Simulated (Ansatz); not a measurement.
# CuPd: the cost of one run

Program: Ansatz 0.2.0. Level of theory: DFT PBEsol, scalar-relativistic. These are calculated values, not measurements.

## 1. Starting point

It takes space group Pm-3m (No. 221, cubic). The conventional cell has a = 2.988 Å, b = 2.988 Å, c = 2.988 Å, α = 90.00°, β = 90.00°, γ = 90.00°. Cu (site symmetry m-3m) is surrounded by 8 Pd at 2.59 Å. Pd (site symmetry m-3m) is surrounded by 8 Cu at 2.59 Å.

Coordinates:

```cif
data_structure
_symmetry_space_group_name_H-M 'P 1'
_symmetry_Int_Tables_number 1
_cell_length_a 2.9880
_cell_length_b 2.9880
_cell_length_c 2.9880
_cell_angle_alpha 90.000
_cell_angle_beta 90.000
_cell_angle_gamma 90.000
_cell_volume 26.68
loop_
_atom_site_label
_atom_site_type_symbol
_atom_site_fract_x
_atom_site_fract_y
_atom_site_fract_z
_atom_site_occupancy
Cu1 Cu 0.00000 0.00000 0.00000 1
Pd1 Pd 0.50000 0.50000 0.50000 1
```

Structure: COD 9008813, as refined from experiment and not relaxed.

Atoms are numbered in the order of the input: Cu1, Pd2.

## 2. Volume × 0.94, LAPW

Contents of input.yaml:

```yaml
crystal:
  lattice:
    - [2.9270032928, 0.0, 0.0]
    - [0.0, 2.9270032928, 0.0]
    - [0.0, 0.0, 2.9270032928]
  atoms:
    - { symbol: Cu, position: [0.0, 0.0, 0.0] }
    - { symbol: Pd, position: [0.5, 0.5, 0.5] }
kpoints:
  mp_grid: { grid: [14, 14, 14] }
  band_path:
    path:
      - [0.0, 0.0, 0.0]
      - [0.0, 0.5, 0.0]
      - [0.5, 0.5, 0.0]
      - [0.0, 0.0, 0.0]
      - [0.5, 0.5, 0.5]
      - [0.0, 0.5, 0.0]
      - [0.5, 0.5, 0.5]
      - [0.5, 0.5, 0.0]
    npoints: 5
scf:
  occupations: { method: fermi_dirac, width: 0.05 }
hamiltonian:
  xc: pbesol
  pseudopotentials: { kind: all_electron, lapw: { basis_error: 0.00025 } }
output:
  forces: true
  stress: true
  eigenvalues: true
```

Run with:

```bash
$ ansatz run input.yaml --threads 1 --pin off --max-ram 3072MiB --backend cpu --events-out ev --progress --plain --runs-dir out
```

What time and memory should one allow on 1 thread of AMD EPYC 9R45 (Zen 5), shared host?

About 24 s, with a peak of 0.7 GiB.
